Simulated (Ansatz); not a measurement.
# Na2BrF: the band gap up the ladder of functionals

One table from this session's results is given with a row withheld; the runs are named, their logs left out.

Code: Ansatz 0.2.0. PAW datasets, plane waves. (Calculated; spin-unpolarised; the phase may be known or hypothetical.)

## The system as given

The cell was relaxed beforehand with r2SCAN.

Space group P4/mmm (No. 123), tetragonal; conventional cell a = 3.889 Å, c = 5.431 Å, 20.53 Å³ an atom. F has 6 Na at 2.72–2.75 Å; Na has 2 F at 2.72 Å and 4 Br at 2.75 Å; Br has 6 Na at 2.72–2.75 Å; Na has 2 Br at 2.72 Å and 4 F at 2.75 Å.

The structure in full:

```
F Na Br
1.0
     3.88869    0.00000    0.00000
     0.00000    3.88869    0.00000
     0.00000    0.00000    5.43057
F Na Br
1 2 1
Direct
  0.00000 0.00000 0.00000
  0.00000 0.00000 0.50000
  0.50000 0.50000 0.00000
  0.50000 0.50000 0.50000
```

Set-up of the first run:

Input file input.yaml:

```yaml
crystal:
  lattice:
    - [3.8886856644, 0.0, 0.0]
    - [0.0, 3.8886856644, 0.0]
    - [0.0, 0.0, 5.4305677961]
  atoms:
    - { symbol: F, position: [0.0, 0.0, 0.0] }
    - { symbol: Na, position: [0.0, 0.0, 0.5] }
    - { symbol: Br, position: [0.5, 0.5, 0.5] }
    - { symbol: Na, position: [0.5, 0.5, 0.0] }
kpoints:
  mp_grid: { grid: [6, 6, 6] }
  band_path:
    path:
      - [[0.0, 0.0, 0.0], [0.0, 0.5, 0.0], [0.5, 0.5, 0.0], [0.0, 0.0, 0.0], [0.0, 0.0, 0.5], [0.0, 0.5, 0.5], [0.5, 0.5, 0.5], [0.0, 0.0, 0.5]]
      - [[0.0, 0.5, 0.0], [0.0, 0.5, 0.5]]
      - [[0.5, 0.5, 0.0], [0.5, 0.5, 0.5]]
    npoints: 10
hamiltonian:
  xc: pbe
scf:
  occupations: { method: fermi_dirac, width: 0.02 }
  n_extra_bands: 5
output:
  forces: true
  stress: true
  eigenvalues: true
```

Steps of the session up to this table: Band structure with PBE; r2SCAN; HSE06 at the same geometry; PBE+SOC; Quasiparticle levels, G0W0@PBE; PBE0.

One table of the session follows, with a row left open; its other results are not shown here.

| level | gap (eV) |
| --- | --- |
| PBE | 4.63 |
| r2SCAN | 5.39 |
| HSE06 | 6.08 |
| PBE+SOC | 4.51 |
| G0W0@PBE (245 empty bands) | 7.48 |
| PBE0 | ? |

Estimate the missing values for PBE0.

As computed: gap (eV): 6.81. In the column «gap (eV)» it lies between HSE06 (6.08) and G0W0@PBE (245 empty bands) (7.48).

Meshes: PBE 6×6×6, r2SCAN 6×6×6, HSE06 4×4×4, PBE+SOC 6×6×6, PBE0 4×4×4

PBE+SOC gives the least gap, 4.51 eV, and G0W0@PBE (245 empty bands) the largest, 7.48 eV. Against G0W0@PBE, PBE is short by 2.85 eV, at 62 % of it, and r2SCAN 72 %. PBE0 lies 0.73 eV above HSE06, which differs from it by screening the long-range exchange. G0W0 here is at a finite number of bands, screening cutoff and k mesh, not at the basis limit.

Caveats from the session: Warnings in the runs' records: stress scf threshold loose, stress exchange threshold loose.
